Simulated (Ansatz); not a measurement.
# FHMoOS2: how energies converge with the basis set

The task here is to estimate one member of a computed series from the others.

Computed with Ansatz 0.2.0, Gaussian basis. Level: one geometry, several basis sets.

The runs, in order: PBE0-D4/def2-SVP; ωB97M-V/def2-SVP; PBE0-D4/def2-QZVPP; ωB97M-V/def2-QZVPP; the functionals' def2-TZVPP values are taken from earlier runs.

### The relaxed structure

All runs share one geometry, relaxed beforehand with PBE0-D4 in a triple-zeta def2 set. Mo takes the def2 core potential; no spin-orbit term is included.

SMILES `[OH][Mo]([F])(=[S])=[S]`, 6 atoms, charge 0, spin multiplicity 1.

Atoms are counted from 1 here; the program's logs count them from 0.

Bond lengths: O1–Mo2 1.851 Å, O1–H6 0.963 Å, Mo2–F3 1.837 Å, Mo2–S4 2.093 Å, Mo2–S5 2.093 Å. Angles: Mo2–O1–H6 121.4°, O1–Mo2–F3 111.4°, O1–Mo2–S4 108.2°, O1–Mo2–S5 109.5°, F3–Mo2–S4 109.7°, F3–Mo2–S5 109.4°, S4–Mo2–S5 108.6°.

Coordinates:

```xyz
6

O    -1.1371    0.4251    0.8507
Mo    0.2389   -0.2926   -0.1585
F     1.4113   -1.2455    0.8865
S    -0.6007   -1.5516   -1.6048
S     1.2681    1.2485   -1.1311
H    -1.1384    1.3520    1.1110
```

The first run:

Input file in.yaml:

```yaml
crystal:
  periodic: [false, false, false]
  atoms:
    - {symbol: O, position_ang: [-1.137107, 0.425121, 0.850714]}
    - {symbol: Mo, position_ang: [0.238899, -0.292582, -0.158486]}
    - {symbol: F, position_ang: [1.411277, -1.245480, 0.886533]}
    - {symbol: S, position_ang: [-0.600718, -1.551563, -1.604834]}
    - {symbol: S, position_ang: [1.268113, 1.248529, -1.131131]}
    - {symbol: H, position_ang: [-1.138365, 1.351976, 1.111003]}
basis:
  gaussian: {orbitals: def2-SVP}
hamiltonian: {xc: pbe0, dispersion: d4}
output: {orbitals: {seedname: orbitals}}
```

Command:

```sh
ansatz run in.yaml --threads 4 --pin off --events-out ev --progress --plain --max-ram 10444MiB
```

Among the steps run: PBE0-D4 in def2-SVP; ωB97M-V in def2-SVP; PBE0-D4 in def2-QZVPP; ωB97M-V in def2-QZVPP.

One of the session's tables, all rows but one given; the rest of the session is left out.

It belongs to the step «Density functionals: the series». 

| functional | basis | HOMO (eV) | LUMO (eV) |
| --- | --- | --- | --- |
| PBE0-D4 | def2-SVP | ? | ? |
| PBE0-D4 | def2-TZVPP | -7.59 | -3.38 |
| PBE0-D4 | def2-QZVPP | -7.59 | -3.39 |
| ωB97M-V | def2-SVP | -9.51 | -1.30 |
| ωB97M-V | def2-TZVPP | -9.54 | -1.38 |
| ωB97M-V | def2-QZVPP | -9.55 | -1.41 |

Q: Estimate the row for PBE0-D4, def2-SVP from the others.

As computed: HOMO (eV): -7.60; LUMO (eV): -3.36. In the column «HOMO (eV)» it lies between ωB97M-V, def2-SVP (-9.51) and PBE0-D4, def2-TZVPP (-7.59).
